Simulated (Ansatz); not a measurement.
**CaY3: further runs on a relaxed guess**

Aim: for this structure of CaY3, see how the gap depends on the functional.

Method: DFT PBE, scalar-relativistic, plane waves, PAW, unless a step names another level, in Ansatz 0.2.0.

### 1 The system as given

The structure is hexagonal, space group P-6m2 (No. 187). Conventional cell: a = 3.671 Å, b = 3.671 Å, c = 11.852 Å, α = 90.00°, β = 90.00°, γ = 120.00°. Around Ca (site symmetry -6m2) lie 6 Ca at 3.67 Å and 6 Y at 3.78 Å. Y (site symmetry 3m) is surrounded by 9 Y at 3.51 to 3.67 Å and 3 Ca at 3.78 Å. Y (site symmetry -6m2) has 12 Y at 3.51 to 3.67 Å as nearest neighbours.

Structure file:

```
Ca Y
1.0
     3.67099    0.00000    0.00000
    -1.83549    3.17917    0.00000
     0.00000    0.00000   11.85193
Ca Y
1 3
Direct
  0.33333 0.66667 0.50000
  0.00000 0.00000 0.76377
  0.33333 0.66667 0.00000
  0.00000 0.00000 0.23623
```

It is the end of an earlier relaxation with the same method, from a generated guess; it is a trial structure. At a tolerance of 0.05 Å it has space group P-6m2 (No. 187); it has 34.58 Å³/atom, an uncorrected energy of +0.05 eV/atom over the elements and, on its mesh, gap none (metal).

### 2 The same geometry with PBEsol

input.yaml

```yaml
crystal:
  lattice:
    - [3.6709858211, 0.0, 0.0]
    - [-1.8354929106, 3.179166978, 0.0]
    - [0.0, 0.0, 11.8519327807]
  atoms:
    - { symbol: Ca, position: [0.3333333333, 0.6666666667, 0.5] }
    - { symbol: "Y", position: [0.0, 0.0, 0.7637658788] }
    - { symbol: "Y", position: [0.3333333333, 0.6666666667, 0.0] }
    - { symbol: "Y", position: [0.0, 0.0, 0.2362341212] }
basis:
  ecutwfc: 420
kpoints:
  mp_grid: { grid: [12, 12, 4] }
  band_path:
    path:
      - [[0.0, 0.0, 0.0], [0.5, 0.0, 0.0], [0.33333333, 0.33333333, 0.0], [0.0, 0.0, 0.0], [0.0, 0.0, 0.5], [0.5, 0.0, 0.5], [0.33333333, 0.33333333, 0.5], [0.0, 0.0, 0.5]]
      - [[0.5, 0.0, 0.5], [0.5, 0.0, 0.0]]
      - [[0.33333333, 0.33333333, 0.5], [0.33333333, 0.33333333, 0.0]]
    npoints: 14
hamiltonian:
  xc: pbesol
scf:
  occupations: { method: gaussian, width: 0.1 }
  n_extra_bands: 10
output:
  forces: true
  stress: true
  eigenvalues: true
  populations: true
  dos: { projected: true, de: 0.02, nscf_kmesh: { grid: [15, 15, 5] } }
  bader: true
```

Command:

```console
$ ansatz run input.yaml --threads 1 --pin off --max-ram 2560MiB --backend cpu --events-out ev --progress --plain --runs-dir out
```

**Question.** What will these runs give? Wanted: gap; states at the Fermi level.

The runs gave:

| quantity | value |
| --- | --- |
| gap (PBEsol) | none (metal) |
| states at the Fermi level (PBEsol) | 5.69 per eV per cell |

**Reading.** All levels find a metal. At this fixed cell PBEsol gives -1.6 GPa, so it would relax to a smaller volume.
